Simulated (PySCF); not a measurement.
# C2H7F2NSi: the cost of one run

Computed with PySCF 2.14.0, with density-fitted response routines of our own, on a single molecule in the gas phase. Atoms are numbered from 0 throughout.

### Step 1. The starting structure

13 atoms, charge 0, multiplicity 1; geometry from: GFN2-xTB. The atoms were then displaced at random by about 0.01 Å, so the start is not that level's minimum.

Bonds of the start (Å): N0–Si1 1.74, Si1–C2 1.92, C2–F3 1.41, Si1–C4 1.92, C4–F5 1.38, N0–H6 1.02, N0–H7 0.98, Si1–H8 1.48, C2–H9 1.08, C2–H10 1.08, C4–H11 1.08, C4–H12 1.07.

### Step 2. Optimising the geometry at PBE0-D3(BJ)/def2-SVP

What the job is given:

```
{"job": {"xc": "PBE0", "basis": "def2-SVP", "d3": "d3bj", "grid": 1, "shake": 0.01, "kind": "geom"}, "charge": 0, "multiplicity": 1}
N      1.768470     0.036490     0.426950
Si     0.071660    -0.266690     0.659020
C     -0.795770     1.446530     0.536820
F     -0.193910     2.307790     1.481290
C     -0.470460    -1.353500    -0.831280
F     -1.842030    -1.520280    -0.800610
H      2.163550     0.834570     0.925520
H      2.429780    -0.684620     0.345670
H     -0.349390    -0.913250     1.925780
H     -1.847430     1.403600     0.770010
H     -0.644080     1.931390    -0.414370
H     -0.225460    -0.902290    -1.783680
H     -0.059110    -2.336630    -0.794540
```

Command:

```sh
> OMP_NUM_THREADS=1 python probes_run.py task.json out
```

The driver reads the jobs from task.json and runs them one after another.

**Question.** How long does this first job take on 1 thread of Arm Neoverse V2, shared host, and how much memory does it need?

About 80 s, with a peak of 0.51 GiB.
